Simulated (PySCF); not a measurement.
# C5H8FSi+: a tour of settings, part 2 of 2

PySCF 2.14.0. Atoms count from 0. The steps go on from the part before.

### Step 5. TDDFT and polarisability: PBE0/def2-SVPD

What the job is given:

```
{"job": {"kind": "uv", "xc": "PBE0", "basis": "def2-SVPD", "nstates": 12, "ntriplets": 0, "tda": true, "grid": 0, "scf": {"max_cycle": 96}}, "charge": 1, "multiplicity": 1}
C      3.272430     0.523896    -0.270463
C      2.278927    -0.142124    -0.283179
C      1.087112    -0.975683    -0.300045
Si    -0.527615    -0.010038    -0.109470
C     -0.820691     1.834257     0.067559
C     -2.059950    -1.163169    -0.103556
F     -1.597878    -2.447236    -0.255638
H      4.160392     1.084838    -0.265127
H      1.170225    -1.725098     0.501490
H      1.070199    -1.547163    -1.240233
H     -1.494154     2.211436    -0.705345
H      0.111525     2.395823    -0.004497
H     -1.274671     2.075106     1.031258
H     -2.753676    -0.971997    -0.928840
H     -2.626590    -1.134859     0.832864
```

Method: TDA PBE0/def2-SVPD, vertical, gas phase, core orbitals frozen in the response.

Log:

```text
final grid: 13104 points
cycle   1  E = -583.3860092930  dE =  8.743e-01  |g| = 6.098e-01  |ddm| = 9.148e+00
cycle   2  E = -583.2524198083  dE =  1.336e-01  |g| = 9.318e-01  |ddm| = 2.889e+00
cycle   3  E = -583.4798583459  dE = -2.274e-01  |g| = 1.252e-01  |ddm| = 1.509e+00
cycle   4  E = -583.4817296201  dE = -1.871e-03  |g| = 9.797e-02  |ddm| = 2.489e-01
cycle   5  E = -583.4840329088  dE = -2.303e-03  |g| = 2.370e-02  |ddm| = 1.687e-01
cycle   6  E = -583.4841681705  dE = -1.353e-04  |g| = 6.730e-03  |ddm| = 3.627e-02
cycle   7  E = -583.4841807004  dE = -1.253e-05  |g| = 1.388e-03  |ddm| = 1.158e-02
cycle   8  E = -583.4841813803  dE = -6.799e-07  |g| = 4.768e-04  |ddm| = 3.258e-03
cycle   9  E = -583.4841814987  dE = -1.184e-07  |g| = 7.835e-05  |ddm| = 1.144e-03
cycle  10  E = -583.4841815048  dE = -6.081e-09  |g| = 3.529e-05  |ddm| = 3.042e-04
cycle  11  E = -583.4841815054  dE = -5.253e-10  |g| = 1.276e-05  |ddm| = 9.869e-05
converged SCF energy = -583.4841815054

Static polarisability (au): isotropic 79.554, principal 55.508 78.317 104.837

Singlet excitations
state   eV       nm        f      main configurations
  1   2.7911    444.2   0.00030   H->L 0.99
  2   2.9593    419.0   0.01045   H-1->L 1.00
  3   4.5157    274.6   0.00180   H-2->L 0.99
  4   5.6249    220.4   0.00106   H-1->L+1 0.89
  5   5.6277    220.3   0.01929   H-3->L 0.88
  6   5.6710    218.6   0.06217   H->L+1 0.93
  7   6.0330    205.5   0.00170   H-4->L 0.98
  8   6.6188    187.3   0.00035   H-1->L+2 0.40, H-1->L+3 0.32, H->L+5 0.10
  9   6.7848    182.7   0.03617   H->L+2 0.49, H-1->L+5 0.26, H->L+3 0.18
 10   6.9120    179.4   0.00003   H->L+5 0.83, H-1->L+2 0.09
 11   7.1780    172.7   0.00530   H->L+2 0.45, H->L+3 0.38, H-1->L+5 0.09
 12   7.2259    171.6   0.00036   H-5->L 0.98
```

Run time: 16 s. Hardware: 1 thread of Intel Xeon Platinum 8488C, shared host; peak memory 0.87 GiB.

A normal end doesn't make this result sound: grid level 0 is too coarse. Its HOMO lies at -11.99 eV, against -13.33 eV in step 3 (CAM-B3LYP/def2-SVPD), a different level, so the two don't compare directly.

### Step 6. Shielding tensors: LDA/cc-pVDZ

Same as in step 5 but for these lines:

```diff
@@ -1,2 +1,2 @@
-{"job": {"kind": "uv", "xc": "PBE0", "basis": "def2-SVPD", "nstates": 12, "ntriplets": 0, "tda": true, "grid": 0, "scf": {"max_cycle": 96}}, "charge": 1, "multiplicity": 1}
+{"job": {"kind": "nmr", "xc": "LDA", "basis": "cc-pVDZ", "pop": false, "gauge": [0, 0, 50], "scf": {"max_cycle": 59}}, "charge": 1, "multiplicity": 1}
 C      3.272430     0.523896    -0.270463
```

Method: common gauge origin LDA/cc-pVDZ NMR shielding, non-relativistic, gas phase.

Log:

```text
final grid: 122552 points
cycle   1  E = -580.5308148756  dE =  8.789e-01  |g| = 7.566e-01  |ddm| = 7.885e+00
cycle   2  E = -578.8181025477  dE =  1.713e+00  |g| = 2.024e+00  |ddm| = 6.435e+00
cycle   3  E = -580.5935355058  dE = -1.775e+00  |g| = 5.211e-01  |ddm| = 5.700e+00
cycle   4  E = -580.6788393241  dE = -8.530e-02  |g| = 1.216e-01  |ddm| = 1.027e+00
cycle   5  E = -580.6738671703  dE =  4.972e-03  |g| = 2.019e-01  |ddm| = 4.856e-01
cycle   6  E = -580.6840514004  dE = -1.018e-02  |g| = 4.491e-02  |ddm| = 2.851e-01
cycle   7  E = -580.6845612471  dE = -5.098e-04  |g| = 1.210e-02  |ddm| = 8.358e-02
cycle   8  E = -580.6845936967  dE = -3.245e-05  |g| = 3.850e-03  |ddm| = 2.689e-02
cycle   9  E = -580.6845969056  dE = -3.209e-06  |g| = 9.718e-04  |ddm| = 7.424e-03
cycle  10  E = -580.6845971759  dE = -2.702e-07  |g| = 2.213e-04  |ddm| = 2.426e-03
cycle  11  E = -580.6845971927  dE = -1.680e-08  |g| = 3.802e-05  |ddm| = 6.630e-04
cycle  12  E = -580.6845971929  dE = -2.045e-10  |g| = 2.913e-05  |ddm| = 1.453e-04
converged SCF energy = -580.6845971929

GIAO shielding tensors (ppm)
atom      isotropic    diamagn.    paramagn.     s11        s22        s33       span
  0 C       83.704     231.224    -147.521   -860.738     -2.675   1114.524   1975.262
  1 C      140.191     334.816    -194.625   -267.204    193.107    494.671    761.876
  2 C       75.360     211.013    -135.654   -821.318    -39.781   1087.177   1908.495
  3 Si     -29.895    1108.406   -1138.302   -300.342   -221.705    432.361    732.703
  4 C      345.565     582.855    -237.290   -736.717    378.414   1394.997   2131.715
  5 C      224.957     608.866    -383.910   -863.692    268.338   1270.224   2133.917
  6 F      510.955     253.402     257.553     -0.042    352.734   1180.171   1180.213
  7 H      -31.266    -142.017     110.751  -1104.520    -69.807   1080.529   2185.049
  8 H      900.251    2673.172   -1772.921   -509.841   1308.120   1902.475   2412.316
  9 H    -1108.066   -3249.072    2141.005  -2023.751  -1735.501    435.053   2458.805
 10 H     -699.625   -2212.922    1513.297  -1679.428  -1097.961    678.513   2357.940
 11 H       44.952      -2.027      46.979  -1081.589     19.584   1196.861   2278.449
 12 H     1090.963    3079.166   -1988.203   -329.974   1632.678   1970.185   2300.159
 13 H     -911.073   -2719.688    1808.615  -1978.604  -1398.523    643.907   2622.511
 14 H     1155.386    3254.243   -2098.857   -407.800   1709.994   2163.963   2571.763
```

Run time: 11 s. Hardware: 1 thread of Intel Xeon Platinum 8488C, shared host; peak memory 0.47 GiB.

A normal end doesn't make this result sound: a common gauge origin replaces GIAOs, so the shieldings depend on where the origin lies. Its shieldings differ from those of step 2 (mPW1PW91/pcSseg-1) by up to 1136 ppm (H9).

### Step 7. Summary of results

What follows sums up all 2 parts.

```
                                                                  quantity                                            value
                                ¹³C shifts against TMS (mPW1PW91/pcSseg-1)                 93.9, 90.0, 67.1, 29.1, 14.5 ppm
¹H shifts against TMS (mPW1PW91/pcSseg-1, means over atoms taken as alike)                       6.03, 4.35, 2.64, 2.60 ppm
                               ²⁹Si shifts against TMS (mPW1PW91/pcSseg-1)                                        439.6 ppm
                              ¹⁹F shifts against CFCl3 (mPW1PW91/pcSseg-1)                                       -280.7 ppm
                                      lowest singlet (CAM-B3LYP/def2-SVPD)                      3.42 eV (362 nm), f = 0.000
                                  brightest single state of those computed                     state 25, 9.27 eV, f = 0.314
                            largest coupling of the table (HSE06/pcSseg-1)                          ¹J(C,H) C0–H7, 240.9 Hz
                                             property runs in this session  5, of which 0 failed and 2 gave unsound results
```

Single values in the summary come from the first run of each kind that ended normally (mPW1PW91/pcSseg-1; CAM-B3LYP/def2-SVPD; HSE06/pcSseg-1), which need not be the best level. C5 (sp3 CH2 bonded to F and Si) lies farthest downfield among carbon, at 93.9 ppm; pulled downfield by the heteroatom. H13, H14 (mean) (hydrogen on an sp3 CH2 bonded to F and Si) lies farthest downfield among hydrogen, at 6.03 ppm; its carbon carries F, an electronegative neighbour. At mPW1PW91/pcSseg-1: The widest tensor belongs to Si3: span 590 ppm, with a paramagnetic part of -972 ppm. The lowest singlet, at 3.42 eV, is HOMO→LUMO 0.97 and is dark; of the 25 states computed, the strongest absorption comes from state 25 at 9.27 eV (the last computed, so partners may be missing). In the run at HSE06/pcSseg-1, the largest coupling of the table is C0–H7, 240.9 Hz, of which the Fermi-contact term gives 241.8 Hz. Couplings across rotatable bonds belong to this one conformer; where others are populated, the observed values are averages. Couplings from bases without tight functions are rough.
